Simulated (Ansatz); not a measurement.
**TaTe (rocksalt): a single-point run**

The task is a single-point run on TaTe (rocksalt). The structure is shown as the input types it.

Computed with Ansatz 0.2.0 (DFT PBE, scalar-relativistic, plane waves, PAW, unless a step's input says otherwise).

2 further runs of the same task are left out: 1 that didn't finish, 1 set aside as unsound or not needed.

### 1 Starting point

The structure is cubic, space group Fm-3m (No. 225). The conventional cell has a = 4.557 Å, b = 4.557 Å, c = 4.557 Å, α = 90.00°, β = 90.00°, γ = 90.00°. Ta (site symmetry m-3m) is surrounded by 6 Te at 2.28 Å. Around Te (site symmetry m-3m) lie 6 Ta at 2.28 Å.

Structure file:

```cif
data_structure
_symmetry_space_group_name_H-M 'Fm-3m'
_symmetry_Int_Tables_number 225
_cell_length_a 4.5567
_cell_length_b 4.5567
_cell_length_c 4.5567
_cell_angle_alpha 90.000
_cell_angle_beta 90.000
_cell_angle_gamma 90.000
_cell_volume 94.61
loop_
_atom_site_label
_atom_site_type_symbol
_atom_site_symmetry_multiplicity
_atom_site_Wyckoff_symbol
_atom_site_fract_x
_atom_site_fract_y
_atom_site_fract_z
_atom_site_occupancy
Ta1 Ta 4 b 0.50000 0.00000 0.00000 1
Te1 Te 4 a 0.00000 0.00000 0.00000 1
```

### 2 Running it

The input, input.yaml:

```yaml
crystal:
  lattice:
    - [0.0, 2.27835778, 2.27835778]
    - [2.27835778, 0.0, 2.27835778]
    - [2.27835778, 2.27835778, 0.0]
  atoms:
    - { symbol: Ta, position: [0.5, 0.5, 0.5], spin: 2.0 }
    - { symbol: Te, position: [0.0, 0.0, 0.0] }
basis:
  ecutwfc: 420
  ecutrho_ratio: 4
kpoints:
  mp_grid: { grid: [10, 10, 10] }
hamiltonian:
  xc: pbe
scf:
  occupations: { method: gaussian, width: 0.05 }
  max_iter: 75
output:
  forces: true
  stress: true
magnetization:
  spin_polarized: true
```

Run with:

```console
> ansatz run input.yaml --threads 2 --pin off --max-ram 2662MiB --backend cpu --events-out ev --progress --plain --runs-dir out
```

Q: Will this input give a usable result? If not, why, and what should change?

The run converged and reported no error, with warnings (seeded moment not kept). It gives a pressure of 315 GPa, which is large; a structure far from rest gives such values too, whatever the setting.

All distances are much too short, so cores begin to overlap. The shortest distance in the input is 2.28 Å, between atoms 1 (Ta) and 2 (Te).

The cure: restore the intended size.
